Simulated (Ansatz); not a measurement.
# CH₁₀Si₃: a ladder of functionals and wavefunction methods

The task here is to estimate one member of a computed series from the others.

Computed with Ansatz 0.2.0, Gaussian basis. Level: functionals in def2-TZVPP, the program's frozen cores in correlated methods.

Levels to be run: LDA (SPW92), PBE-D4, revPBE-D4, BLYP-D4, r2SCAN-D4, B97M-V, PBE0-D4, B3LYP-D4, r2SCANh-D4, r2SCAN0-D4, HSE06-D4, BHLYP-D4, CAM-B3LYP-D4, LC-ωPBE, ωB97X-V, ωB97M-V, B2PLYP, PBE-QIDH; CCSD(T)/def2-SVP; CCSD(T)/def2-TZVPP; MP2/def2-QZVPP; extrapolation to the limit; RPA on PBE.

**Structure used throughout**

All runs share one geometry, relaxed beforehand with PBE0-D4 in a triple-zeta def2 set.

SMILES `C[SiH2][SiH2][SiH3]`, 14 atoms, charge 0, spin multiplicity 1.

Atoms are counted from 1 here; the program's logs count them from 0.

Bond lengths: C1–Si2 1.876 Å, C1–H5 1.092 Å, C1–H6 1.092 Å, C1–H7 1.092 Å, Si2–Si3 2.340 Å, Si2–H8 1.491 Å, Si2–H9 1.491 Å, Si3–Si4 2.338 Å, Si3–H10 1.492 Å, Si3–H11 1.492 Å, Si4–H12 1.488 Å, Si4–H13 1.488 Å, Si4–H14 1.488 Å. Angles: Si2–C1–H5 110.7°, Si2–C1–H6 110.6°, Si2–C1–H7 110.7°, H5–C1–H6 108.3°, H5–C1–H7 108.1°, H6–C1–H7 108.3°, C1–Si2–Si3 112.5°, C1–Si2–H8 110.2°, C1–Si2–H9 110.2°, Si3–Si2–H8 108.2°, Si3–Si2–H9 108.1°, H8–Si2–H9 107.3°, Si2–Si3–Si4 110.8°, Si2–Si3–H10 110.0°, Si2–Si3–H11 110.0°, Si4–Si3–H10 109.2°, Si4–Si3–H11 109.2°, H10–Si3–H11 107.6° and more.

The first run:

Contents of in.yaml:

```yaml
crystal:
  periodic: [false, false, false]
  atoms:
    - {symbol: C, position_ang: [-0.887762, 2.554974, 0.066859]}
    - {symbol: Si, position_ang: [-0.913938, 0.728549, -0.361569]}
    - {symbol: Si, position_ang: [0.954029, -0.413896, 0.464792]}
    - {symbol: Si, position_ang: [0.860731, -2.679087, -0.106473]}
    - {symbol: H, position_ang: [-0.873118, 2.697935, 1.149389]}
    - {symbol: H, position_ang: [-1.771925, 3.057004, -0.332665]}
    - {symbol: H, position_ang: [-0.002034, 3.037513, -0.351668]}
    - {symbol: H, position_ang: [-0.953022, 0.546146, -1.840655]}
    - {symbol: H, position_ang: [-2.136710, 0.084854, 0.197876]}
    - {symbol: H, position_ang: [2.203382, 0.182309, -0.091417]}
    - {symbol: H, position_ang: [1.015328, -0.283446, 1.949689]}
    - {symbol: H, position_ang: [2.040919, -3.422526, 0.411917]}
    - {symbol: H, position_ang: [-0.370819, -3.293292, 0.459394]}
    - {symbol: H, position_ang: [0.822039, -2.826336, -1.586672]}
basis:
  gaussian: {orbitals: def2-TZVPP}
hamiltonian: {xc: lda}
output: {orbitals: {seedname: orbitals}}
```

Started as:

```sh
$ ansatz run in.yaml --threads 4 --pin off --events-out ev --progress --plain --max-ram 10444MiB
```

Among the steps run: LDA; PBE-D4 (GGA); revPBE-D4 (GGA); BLYP-D4 (GGA); r2SCAN-D4 (meta-GGA); B97M-V (meta-GGA); PBE0-D4 (hybrid); B3LYP-D4 (hybrid); r2SCANh-D4 (hybrid); r2SCAN0-D4 (hybrid); HSE06-D4 (hybrid); BHLYP-D4 (hybrid); CAM-B3LYP-D4 (range-separated); LC-ωPBE (range-separated); ωB97X-V (range-separated); ωB97M-V (range-separated); B2PLYP (double hybrid); PBE-QIDH (double hybrid).

One of the session's tables, all rows but one given; the rest of the session is left out.

It belongs to the step «Frontier levels by functional». 

| functional | HOMO (eV) | gap (eV) |
| --- | --- | --- |
| LDA (SPW92) | -6.78 | 5.65 |
| PBE-D4 | ? | ? |
| revPBE-D4 | -6.66 | 5.79 |
| BLYP-D4 | -6.55 | 5.76 |
| r2SCAN-D4 | -6.94 | 6.25 |
| B97M-V | -7.07 | 6.13 |
| PBE0-D4 | -7.76 | 7.60 |
| B3LYP-D4 | -7.57 | 7.24 |
| r2SCANh-D4 | -7.33 | 6.91 |
| r2SCAN0-D4 | -7.91 | 7.91 |
| HSE06-D4 | -7.37 | 6.84 |
| BHLYP-D4 | -8.73 | 9.42 |
| CAM-B3LYP-D4 | -9.00 | 9.84 |
| LC-ωPBE | -10.29 | 12.22 |
| ωB97X-V | -9.98 | 11.77 |
| ωB97M-V | -9.74 | 11.20 |

Q: Estimate the row for PBE-D4 from the others.

The run gave: HOMO (eV): -6.70; gap (eV): 5.74. In the column «HOMO (eV)» it lies between LDA (SPW92) (-6.78) and revPBE-D4 (-6.66).
